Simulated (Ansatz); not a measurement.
**The Au+ ion: how energies converge with the basis set**

How large a basis does the Au+ ion need? Two functionals are run in growing sets.

Program: Ansatz 0.2.0, Gaussian basis. Level of theory: one geometry, several basis sets. These are calculated values, not measurements.

Levels to be run: PBE0/def2-SVP; ωB97M-V/def2-SVP; PBE0/def2-QZVPP; ωB97M-V/def2-QZVPP; the functionals' def2-TZVPP values are taken from earlier runs.

## Step 1: The atom

SMILES `[Au+]`, 1 atom, charge 1, spin multiplicity 1.

Au takes the def2 core potential; no spin-orbit term is included.

## Step 2: PBE0 in def2-SVP

Input file in.yaml:

```yaml
crystal:
  periodic: [false, false, false]
  atoms:
    - {symbol: Au, position_ang: [0.000000, 0.000000, 0.000000]}
basis:
  gaussian: {orbitals: def2-SVP}
total_charge: 1
hamiltonian: {xc: pbe0}
output: {orbitals: {seedname: orbitals}}
```

After this run come: ωB97M-V in def2-SVP; PBE0 in def2-QZVPP; ωB97M-V in def2-QZVPP.

**Question.** What will the summary of the whole plan be? Wanted: PBE0: double and triple zeta above quadruple; ωB97M-V: double and triple zeta above quadruple.

**Answer**, as computed:

| quantity | value |
| --- | --- |
| PBE0: double and triple zeta above quadruple | 0.17, 0.00 eV |
| ωB97M-V: double and triple zeta above quadruple | 0.15, 0.00 eV |

**Reading.** PBE0 gains 0.17 eV from double to triple zeta, then 0.00 eV more. Total energies overstate the basis error of differences, where much of it tends to cancel.
